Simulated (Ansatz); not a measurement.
# Bi2Se3: the cost of one run

Program: Ansatz 0.2.0. Level of theory: DFT PBE, scalar-relativistic, plane waves, PAW. These are calculated values, not measurements.

**1. The system as given**

Symmetry: P-3m1, No. 164, trigonal system. The conventional cell has a = 6.577 Å, b = 6.577 Å, c = 17.000 Å, α = 90.00°, β = 90.00°, γ = 120.00°. Bi (site symmetry 3m) is surrounded by 1 Se at 2.23 Å. Se (site symmetry 3m) is surrounded by 1 Bi at 2.23 Å. Se (site symmetry -3m) has 6 Bi at 3.94 Å and 6 Se at 3.97 Å as nearest neighbours.

Structure file:

```
Bi Se
1.0
     6.57665    0.00000    0.00000
    -3.28832    5.69555    0.00000
     0.00000    0.00000   17.00000
Bi Se
2 3
Direct
  0.33333 0.66667 0.56287
  0.66667 0.33333 0.43713
  0.33333 0.66667 0.43143
  0.66667 0.33333 0.56857
  0.00000 0.00000 0.50000
```

A structure generator made this guess: random sheet by layer group and Wyckoff sites. Lengths come from tabulated atomic sizes and are only a guess.

It is a sheet, periodic along a and b, with vacuum along c; volumes and pressures of the box carry no meaning, and space groups named for it are those of the box.

**2. A first look at the guess**

Input file input.yaml:

```yaml
crystal:
  lattice:
    - [6.576649, 0.0, 0.0]
    - [-3.288325, 5.695545, 0.0]
    - [0.0, 0.0, 17.0]
  atoms:
    - { symbol: Bi, position: [0.33333333, 0.66666667, 0.56286618] }
    - { symbol: Bi, position: [0.66666667, 0.33333333, 0.43713382] }
    - { symbol: Se, position: [0.33333333, 0.66666667, 0.43143297] }
    - { symbol: Se, position: [0.66666667, 0.33333333, 0.56856703] }
    - { symbol: Se, position: [0.0, 0.0, 0.5] }
  periodic: [true, true, false]
basis:
  ecutwfc: 420
kpoints:
  mp_grid: { grid: [3, 3, 1] }
hamiltonian:
  xc: pbe
scf:
  occupations: { method: gaussian, width: 0.1 }
  lower_state_search: "off"
output:
  forces: true
  stress: true
  eigenvalues: true
```

On the command line:

```sh
> ansatz run input.yaml --threads 1 --pin off --max-ram 2560MiB --backend cpu --events-out ev --progress --plain --runs-dir out
```

**Question.** How long does this run take on 1 thread of Arm Neoverse V1, shared host, and how much memory does it need?

About 12 s, with a peak of 1 GiB.
